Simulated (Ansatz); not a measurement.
# A workflow on CBr2F2 (dibromodifluoromethane)

Wanted: a series of 16 runs (HF/STO-3G, UHF/STO-3G, HF/3-21G, UHF/3-21G, HF/6-31G*, B3LYP/6-31G*, PBE/def2-SVP, MP2/6-31G*) of CBr2F2. 

The calculation is run with Ansatz 0.2.0.

**1. The system as given**

CBr2F2: 5 atoms, total charge 0, spin state singlet. SMILES: `FC(F)(Br)Br`. Geometry: relaxed at PBE0-D4/def2-TZVP. The run starts from this shape.

Bond lengths: F1–C2 1.324 Å, C2–F3 1.324 Å, C2–Br4 1.933 Å, C2–Br5 1.933 Å. Angles: F1–C2–F3 108.1°, F1–C2–Br4 109.2°, F1–C2–Br5 109.2°, F3–C2–Br4 109.2°, F3–C2–Br5 109.2°, Br4–C2–Br5 111.7°.

**2. A geometry optimisation at HF/STO-3G (run 1)**

Contents of run.yaml:

```yaml
basis:
  gaussian: {orbitals: STO-3G}
crystal:
  periodic: [false, false, false]
  atoms:
    - {symbol: F, position_ang: [-0.970400, -0.113400, 0.986300]}
    - {symbol: C, position_ang: [0.004800, -0.087600, 0.090900]}
    - {symbol: F, position_ang: [0.914800, -0.981400, 0.446600]}
    - {symbol: Br, position_ang: [-0.709300, -0.561200, -1.642100]}
    - {symbol: Br, position_ang: [0.810000, 1.669900, 0.077000]}
magnetization: {spin_polarized: false}
output: {orbitals: {seedname: orbitals}}
relax: {f_tol: 0.002}
hamiltonian: {xc: hf}
```

Command:

```bash
$ ansatz run run.yaml --threads 1 --pin off --max-ram 3480MiB --events-out events.jsonl --progress --plain --runs-dir runs
```

What it wrote:

```text
Warning: RAYON_NUM_THREADS=1 ignored (pool sized by the plan → 1); use --threads N
The last accepted step is kept in runs//last_step.txt (removed where the run ends without a failure and the disk answers)
[... 56 lines left out ...]
Total energy: -144841.27300171 eV, -5322.8186058720 hartree
[... 5 lines left out ...]
Dipole moment:    -0.002073    -0.029223     0.039758 e Å
```

Run time: 9 s. Hardware: 1 thread of Arm Neoverse V1, shared host; peak memory 0.12 GiB.

Step by step:

| step | energy from the first frame kept (eV) | largest force (eV/Å) |
| --- | --- | --- |
| 1 | 0.0000 | 2.8592 |
| 2 | -0.1294 | 0.7503 |
| 3 | -0.1354 | 0.2748 |
| 4 | -0.1361 | 0.1556 |
| 5 | -0.1366 | 0.0085 |
| 6 | -0.1366 | 0.0089 |
| 7 | -0.1366 | 0.0001 |

After the run. Bond lengths: F1–C2 1.368 Å, C2–F3 1.368 Å, C2–Br4 1.951 Å, C2–Br5 1.951 Å. Angles: F1–C2–F3 107.2°, F1–C2–Br4 109.2°, F1–C2–Br5 109.2°, F3–C2–Br4 109.2°, F3–C2–Br5 109.2°, Br4–C2–Br5 112.5°.

**3. The harmonic vibrations at HF/STO-3G (run 2)**

Contents of molecule.yaml:

```yaml
crystal:
  periodic: [false, false, false]
  atoms:
    - symbol: F
      position_ang: [-0.996897, -0.113595, 1.009921]
    - symbol: C
      position_ang: [0.005418, -0.079048, 0.079233]
    - symbol: F
      position_ang: [0.939587, -1.005170, 0.455576]
    - symbol: Br
      position_ang: [-0.719469, -0.569207, -1.664662]
    - symbol: Br
      position_ang: [0.821260, 1.693320, 0.078632]
basis:
  gaussian:
    orbitals: STO-3G
phonons:
  temperatures:
    t_min: 298.15
    t_max: 298.15
    t_step: 1
hamiltonian:
  xc: hf
```

Command:

```bash
$ ansatz run molecule.yaml --threads 1 --pin off --max-ram 3480MiB --events-out events.jsonl --progress --plain --runs-dir runs
```

What it wrote:

```text
Warning: RAYON_NUM_THREADS=1 ignored (pool sized by the plan → 1); use --threads N
[... 65 lines left out ...]
Total energy: -144841.27299705 eV, -5322.8186057008 hartree
[... 5 lines left out ...]
Dipole moment:    -0.002073    -0.029223     0.039759 e Å
Vibrations: 183.18 295.43 365.15 381.01 392.05 647.26 985.18 1321.14 1447.28 cm⁻¹, zero-point energy 0.373049 eV
```

Wall time 11 s (1 thread of Arm Neoverse V1, shared host); peak memory 0.12 GiB.

Runs 3 to 10 aren't shown in full; the table further down has their settings and results.

**4. A structure relaxation at B3LYP/6-31G(d) (Cartesian functions) (run 11)**

Contents of input.yaml:

```yaml
crystal:
  periodic: [false, false, false]
  atoms:
    - symbol: F
      position_ang: [-0.970400, -0.113400, 0.986300]
    - symbol: C
      position_ang: [0.004800, -0.087600, 0.090900]
    - symbol: F
      position_ang: [0.914800, -0.981400, 0.446600]
    - symbol: Br
      position_ang: [-0.709300, -0.561200, -1.642100]
    - symbol: Br
      position_ang: [0.810000, 1.669900, 0.077000]
basis:
  gaussian: {orbitals: "6-31G*"}
relax: {f_tol: 0.002}
output: {orbitals: {seedname: orbitals}}
hamiltonian: {xc: {name: B3LYP}}
```

Command:

```bash
$ ansatz run input.yaml --threads 1 --pin off --max-ram 3480MiB --events-out events.jsonl --progress --plain --runs-dir runs
```

What it wrote, shortened:

```text
Warning: RAYON_NUM_THREADS=1 ignored (pool sized by the plan → 1); use --threads N
[... 1 set-up line as earlier in the session ...]
[... 46 lines left out ...]
Total energy: -146547.68485522 eV, -5385.5280848408 hartree
[... 5 lines left out ...]
Dipole moment:     0.001459     0.020578    -0.027999 e Å
```

Run time: 38 s. Hardware: 1 thread of Arm Neoverse V1, shared host; peak memory 0.3 GiB.

Step by step:

| step | energy from the first frame kept (eV) | largest force (eV/Å) |
| --- | --- | --- |
| 1 | 0.0000 | 0.6093 |
| 2 | -0.0206 | 0.1568 |
| 3 | -0.0229 | 0.0683 |
| 4 | -0.0230 | 0.0388 |
| 5 | -0.0230 | 0.0007 |

After the run. Bond lengths: F1–C2 1.331 Å, C2–F3 1.331 Å, C2–Br4 1.964 Å, C2–Br5 1.964 Å. Angles: F1–C2–F3 108.7°, F1–C2–Br4 109.0°, F1–C2–Br5 109.0°, F3–C2–Br4 109.0°, F3–C2–Br5 109.0°, Br4–C2–Br5 112.2°.

Runs 12 to 15 aren't shown in full; the table further down has their settings and results.

**5. Vibrational wavenumbers at MP2/6-31G(d) (Cartesian functions) (run 16)**

Contents of input.yaml:

```yaml
crystal:
  periodic: [false, false, false]
  atoms:
    - symbol: F
      position_ang: [-0.982636, -0.109010, 0.991366]
    - symbol: C
      position_ang: [0.005197, -0.082166, 0.083476]
    - symbol: F
      position_ang: [0.926858, -0.988159, 0.444748]
    - symbol: Br
      position_ang: [-0.713925, -0.569343, -1.645078]
    - symbol: Br
      position_ang: [0.814406, 1.674978, 0.084188]
basis:
  gaussian: {orbitals: "6-31G*"}
phonons: {temperatures: {t_min: 298.15, t_max: 298.15, t_step: 1}}
magnetization: {spin_polarized: false, initial_magnetization: 0}
correlation: {method: mp2}
```

Command:

```bash
$ ansatz run input.yaml --threads 1 --pin off --max-ram 3480MiB --events-out events.jsonl --progress --plain --runs-dir runs
```

What it wrote:

```text
Warning: RAYON_NUM_THREADS=1 ignored (pool sized by the plan → 1); use --threads N
[... 11 lines left out ...]
21 core orbitals not correlated: weight in the atoms' cores, before any rotation towards them, 1.000 or more for the frozen orbitals, at most 0.000 for the correlated occupied ones
[... 29 lines left out ...]
21 core orbitals not correlated: weight in the atoms' cores, before any rotation towards them, 1.000 or more for the frozen orbitals, at most 0.000 for the correlated occupied ones
[... 28 lines left out ...]
21 core orbitals not correlated: weight in the atoms' cores, before any rotation towards them, 1.000 or more for the frozen orbitals, at most 0.000 for the correlated occupied ones
[... 24 lines left out ...]
Dipole moment:     0.003646     0.051395    -0.069924 e Å
[... 1 line left out ...]
Checks for a lower state left out: cluster_reference
```

Run time: 1.8 min. Hardware: 1 thread of Arm Neoverse V1, shared host; peak memory 0.32 GiB.

**6. The series**

| run | level | task | walk f tol | partner | energy (Eh) | dipole moment (D) | wall time |
| --- | --- | --- | --- | --- | --- | --- | --- |
| 1 | HF/STO-3G | optimise | 0.002 | base | -5322.818606 | 0.24 | 9 s |
| 2 | HF/STO-3G | frequencies | – | base | -5322.818606 | 0.24 | 11 s |
| 3 | UHF/STO-3G | energy | – | cation | -5322.506211 | – | 6.3 s |
| 4 | UHF/STO-3G | optimise | – | cation | -5322.528622 | – | 31 s |
| 5 | HF/3-21G | optimise | 0.002 | base | -5355.529272 | 1.11 | 9.6 s |
| 6 | HF/3-21G | frequencies | – | base | -5355.529272 | 1.11 | 14 s |
| 7 | UHF/3-21G | energy | – | cation | -5355.135220 | – | 13 s |
| 8 | UHF/3-21G | optimise | – | cation | -5355.164964 | – | 68 s |
| 9 | HF/6-31G* (Cartesian functions) | optimise | 0.002 | base | -5380.924306 | 0.55 | 30 s |
| 10 | HF/6-31G* (Cartesian functions) | frequencies | – | base | -5380.924306 | 0.55 | 40 s |
| 11 | B3LYP/6-31G* (Cartesian functions) | optimise | 0.002 | base | -5385.528085 | 0.17 | 38 s |
| 12 | B3LYP/6-31G* (Cartesian functions) | frequencies | – | base | -5385.528085 | 0.17 | 56 s |
| 13 | PBE/def2-SVP | optimise | 0.002 | base | -5384.282996 | 0.24 | 18 s |
| 14 | PBE/def2-SVP | frequencies | – | base | -5384.282996 | 0.24 | 23 s |
| 15 | MP2/6-31G* (Cartesian functions) | optimise | 0.002 | base | -5381.924457 | 0.42 | 69 s |
| 16 | MP2/6-31G* (Cartesian functions) | frequencies | – | base | -5381.924457 | 0.42 | 1.8 min |

**7. Outcome**

| quantity | value |
| --- | --- |
| run 16, MP2/6-31G*: total energy | -5381.92446 Eh |
| run 16, MP2/6-31G*: dipole moment (correlated density) | 0.42 D |
| run 16, MP2/6-31G*: correlation energy (21 core orbitals frozen) | -1002.0 mEh |
| run 16, MP2/6-31G*: largest force on an atom | 0.000 eV/Å |
| run 16, MP2/6-31G*: lowest harmonic wavenumber | 171 cm⁻¹ |
| run 16, MP2/6-31G*: highest harmonic wavenumber | 1214 cm⁻¹ |
| run 16, MP2/6-31G*: zero-point energy | 31.8 kJ/mol |
| vertical ionisation energy (to the doublet cation), HF/STO-3G | 8.501 eV |
| vertical ionisation energy (to the doublet cation), HF/3-21G | 10.723 eV |
| adiabatic ionisation energy (to the doublet cation, no zero-point term), HF/STO-3G | 7.891 eV |
| adiabatic ionisation energy (to the doublet cation, no zero-point term), HF/3-21G | 9.913 eV |

What this shows: At HF/STO-3G: the vertical ionisation energy comes to 8.50 eV (820 kJ/mol). In a minimal basis such a difference can be off by several eV, whatever the method. At HF/3-21G: the vertical ionisation energy comes to 10.72 eV (1035 kJ/mol). At HF/STO-3G: the adiabatic ionisation energy (to the doublet cation, no zero-point term) is 7.89 eV (182 kcal/mol). At HF/3-21G: the adiabatic ionisation energy (to the doublet cation, no zero-point term) is 9.91 eV (229 kcal/mol). The second species lost a bond as it relaxed, so this leads to another structure. Totals of different functionals can't be ranked against each other. In runs 1, 2, 3, 4 the basis is minimal, so the values are rough. All runs together took 9 min, the longest 1.8 min.
